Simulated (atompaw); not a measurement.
# A PAW (atompaw) potential for Ta, from input to tests

Aim: build the potential from the settings below, then test how well it stands in for the atom: scattering, ghost states and the plane-wave cutoff that it needs.

Program: atompaw 4.2.0.5. Reference atom: PBEsol, scalar-relativistic, spherical and spin-unpolarised. All values are calculated.

**1. Starting point**

Typed settings, in words:

```
element                 : tantalum (Ta, Z = 73)
type                    : PAW
frozen core             : [Kr] 4d10 4f14
valence charge          : 13
reference configuration : 5s2 5p6 5d3 6s2 6p0
partial waves           : 5s (bound): rc 2.05 bohr; 6s (bound): rc 2.45 bohr; 5p (bound): rc 2.10 bohr; 6p (bound, empty): rc 2.20 bohr; 5d (bound): rc 2.45 bohr; 5d channel at 3.15 Ry: rc 2.45 bohr; 5f channel at 0.2 Ry: rc 2.45 bohr
local potential         : troulliermartins scheme with l = 4 at 0 Ry, radius 2.15 bohr
core correction         : smooth core density matched at 2.20 bohr
augmentation charge     : sinc compensation charge, radius 2.45 bohr; PAW radius 2.45 bohr; waves and projectors: custom polynom2 7 10 vanderbiltortho
```

The nodes and maxima of the atom's own shells, from an earlier all-electron run, set the scale for the radii.

All-electron outer shells of the reference configuration (PBEsol, scalar-relativistic, ld1.x):

| shell | level (eV) | outermost node (bohr) | outermost maximum (bohr) |
| --- | --- | --- | --- |
| 4d | -222.03 | 0.22 | 0.46 |
| 5s | -73.03 | 0.54 | 0.98 |
| 5p | -39.42 | 0.58 | 1.13 |
| 4f | -24.73 | – | 0.44 |
| 6s | -5.47 | 1.32 | 2.78 |
| 5d | -3.62 | 0.65 | 1.58 |
| 6p | -1.36 | 1.59 | 3.85 |

**2. Generating the potential**

File Ta.input:

```
Ta 73
GGA-PBESOL scalarrelativistic loggrid 2001 logderivrange -7 5 301
6 6 5 4 0 0
6 1 0
5 2 3
0 0 0
c
c
c
c
v
v
c
c
c
v
v
c
c
v
c
3
2.45 2.45 2.15 2.20
n
n
y
3.15
n
y
0.2
n
custom polynom2 7 10 vanderbiltortho sinc
4 0 troulliermartins
2.05
2.45
2.10
2.20
2.45
2.45
2.45
PWSCFOUT
UPFDX 0.0125d0 UPFXMIN -7.d0 UPFZMESH 73.d0
END
```

On the command line:

```console
atompaw < Ta.input > Ta.log
```

Before running it: what results should come out? Wanted: cutoffs for 10 and 1 mRy, occupied levels; bound ghosts; largest phase difference near zero energy, channels read; lowest eigenvalue of the overlap; share of valence orbitals outside the PAW sphere; UPF file.

The runs gave:

| quantity | value |
| --- | --- |
| cutoffs for 10 and 1 mRy, occupied levels | 21 Ry and 55 Ry |
| bound ghosts | none found |
| largest phase difference near zero energy, channels read | 2.978 rad |
| lowest eigenvalue of the overlap (Bessel basis) | 0.394 (s) |
| share of valence orbitals outside the PAW sphere | 5s 0 %, 6s 76 %, 5p 2 %, 6p 94 %, 5d 34 % |
| UPF file | written |

What this shows: It counts as soft on the atom at that tolerance, with 21 Ry needed at the looser tolerance. The tighter tolerance needs 55 Ry, and converged work needs a cutoff nearer that. The slowest occupied level is 5d: taken alone it needs 35 Ry to come within 1 mRy, against 21 Ry for 5p. It is free of bound ghosts as far as tested. Of the channels read, f scatters worst near zero energy, by up to 2.98 rad. A step near π is an extra or missing state, not a misfit of shape. The pseudo curves have a pole with no partner nearby in the atom's: f at 0.80 Ry. At positive energy that is a spurious or a displaced resonance. Note that the frozen 4f shell (-25 eV) lies higher than the valence 5s shell (-73 eV).
